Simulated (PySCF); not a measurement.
**C3H13GeNSi: electronic excitations**

Aim: predict the electronic excitations of C3H13GeNSi (`C[C@]([SiH3])([GeH3])CN`).

Computed with PySCF 2.14.0, with density-fitted response routines of our own, on a single molecule in the gas phase. Atoms count from 0, in the outputs and in this text.

### Step 1. The starting structure

19 atoms, charge 0, multiplicity 1; geometry from: GFN2-xTB.

Bonds of the start (Å): C0–C1 1.53, C1–Si2 1.91, C1–Ge3 1.99, C1–C4 1.53, C4–N5 1.45, C0–H6 1.09, C0–H7 1.09, C0–H8 1.09, Si2–H9 1.47, Si2–H10 1.47, Si2–H11 1.46, Ge3–H12 1.50, Ge3–H13 1.50, Ge3–H14 1.50, C4–H15 1.10, C4–H16 1.11, N5–H17 1.01, N5–H18 1.01.

### Step 2. TDDFT and polarisability: PBE0/def2-SVPD

Job settings and geometry (Å):

```
{"job": {"kind": "uv", "xc": "PBE0", "basis": "def2-SVPD", "nstates": 8, "ntriplets": 3}, "charge": 0, "multiplicity": 1}
C      0.646874    -0.413560    -1.467315
C      0.215371     0.019992    -0.069110
Si    -0.387832     1.830990    -0.094000
Ge     1.781263    -0.102540     1.158789
C     -0.849811    -0.935841     0.462178
N     -2.041209    -0.930923    -0.368826
H     -0.214641    -0.448093    -2.131195
H      1.092452    -1.410327    -1.441305
H      1.381420     0.277746    -1.880069
H     -1.366711     2.031118    -1.165444
H     -0.997974     2.148965     1.202414
H      0.761829     2.708280    -0.328020
H      2.304895    -1.510738     1.231365
H      1.457335     0.303931     2.566486
H      2.925790     0.756362     0.713120
H     -0.454284    -1.959987     0.445884
H     -1.062656    -0.682588     1.519413
H     -2.692724    -1.640973    -0.052865
H     -2.509190    -0.032563    -0.308963
```

Level: TDDFT PBE0/def2-SVPD, vertical, gas phase, core orbitals frozen in the response.

Started as:

```
$ OMP_NUM_THREADS=1 python probes_run.py task.json out
```

One launch serves the whole session: the jobs run in the order shown.

Log:

```text
coarse grid: 66624 points
cycle   1  E = -2542.2473220236  dE = -3.228e-01  |g| = 5.317e-01  |ddm| = 7.243e+00
cycle   2  E = -2542.2074747715  dE =  3.985e-02  |g| = 6.797e-01  |ddm| = 2.387e+00
cycle   3  E = -2542.2988380282  dE = -9.136e-02  |g| = 7.523e-02  |ddm| = 1.361e+00
cycle   4  E = -2542.3001162733  dE = -1.278e-03  |g| = 2.806e-02  |ddm| = 1.814e-01
cycle   5  E = -2542.3002715636  dE = -1.553e-04  |g| = 6.409e-03  |ddm| = 6.051e-02
cycle   6  E = -2542.3002812481  dE = -9.685e-06  |g| = 2.310e-03  |ddm| = 1.995e-02
final grid: 139416 points
cycle   7  E = -2542.3003731977  dE =  9.534e-07  |g| = 3.229e-03  |ddm| = 2.012e-02
cycle   8  E = -2542.3003704960  dE =  2.702e-06  |g| = 4.697e-03  |ddm| = 1.615e-02
cycle   9  E = -2542.3003755233  dE = -5.027e-06  |g| = 2.039e-04  |ddm| = 9.527e-03
cycle  10  E = -2542.3003755315  dE = -8.180e-09  |g| = 3.548e-05  |ddm| = 4.223e-04
cycle  11  E = -2542.3003755318  dE = -3.188e-10  |g| = 1.001e-05  |ddm| = 8.326e-05
converged SCF energy = -2542.3003755318

Static polarisability (au): isotropic 104.108, principal 95.236 103.317 113.771

Singlet excitations
state   eV       nm        f      main configurations
  1   6.1042    203.1   0.00576   H->L 0.83, H->L+2 0.10
  2   6.7735    183.0   0.00865   H->L+2 0.76, H->L+1 0.10
  3   6.8094    182.1   0.00220   H->L+1 0.81
  4   6.9786    177.7   0.03180   H-1->L 0.96
  5   7.0663    175.5   0.00118   H->L+3 0.87
  6   7.2462    171.1   0.00195   H->L+5 0.66, H->L+6 0.15, H->L+3 0.10
  7   7.3308    169.1   0.00149   H->L+4 0.84
  8   7.3761    168.1   0.23837   H-1->L+1 0.88

Triplet excitations (Tamm-Dancoff, eV): 5.8496 6.5743 6.6329
```

It took 1.8 min on 1 thread of Arm Neoverse N1, shared host; peak memory 1 GiB.

The orbitals next to the gap, with their largest atomic shares:

```
orbital     eV                         atoms
 HOMO−3  -9.35  Ge3 38 %, H13 24 %, H14 19 %
 HOMO−2  -8.71   C1 28 %, Ge3 12 %, Si2 12 %
 HOMO−1  -7.80   C1 33 %, Ge3 15 %, Si2 13 %
   HOMO  -7.08     N5 61 %, C4 13 %, H16 7 %
   LUMO   0.28    Si2 18 %, Ge3 15 %, C4 8 %
 LUMO+1   0.54  Ge3 36 %, H12 14 %, Si2 12 %
 LUMO+2   0.78    Si2 26 %, H18 10 %, H9 9 %
```

With each of the 8 states as a Gaussian band of 0.4 eV half-width at 1/e, the curve within the window shown has maxima at 169 nm (ε 10,000) L/(mol cm). Beyond the last state computed it falls off for lack of states. The curve at chosen wavelengths:

(nm, ε (L/mol/cm)): (162, 5622), (165, 8526), (167, 9858), (170, 10303), (172, 9597), (175, 7639), (177, 6158), (180, 4178), (182, 3136), (185, 1990), (187, 1454), (190, 907), (192, 672), (195, 457), (197, 377), (200, 312), (202, 287), (205, 255), (207, 233), (210, 193), (212, 164), (215, 122), (217, 96), (220, 64), (222, 47), (225, 28)

Further results of this job:

| property | computed |
| --- | --- |
| dipole moment (D) | 1.12 |
| polarisability (Å³) | 15.43 |
| HOMO–LUMO gap (eV) | 7.36 |
| −ε(HOMO) (eV) | 7.08 |

### Step 3. Summary of results

| quantity | value |
| --- | --- |
| lowest singlet (PBE0/def2-SVPD) | 6.10 eV (203 nm), f = 0.006 |
| brightest single state of those computed | state 8, 7.38 eV, f = 0.238 |
| lowest triplet | 5.85 eV |

In words: The first singlet state (HOMO→LUMO 0.83, HOMO→LUMO+2 0.10) lies at 6.10 eV and is weak; of the 8 states computed, the strongest absorption comes from state 8 at 7.38 eV (the last computed, so partners may be missing). The lowest triplet lies 0.25 eV below the lowest singlet (triplets in Tamm-Dancoff, singlets in full TDDFT). States above −ε(HOMO) lie where TDDFT describes them poorly and they hang on the basis; the brightest is among them.
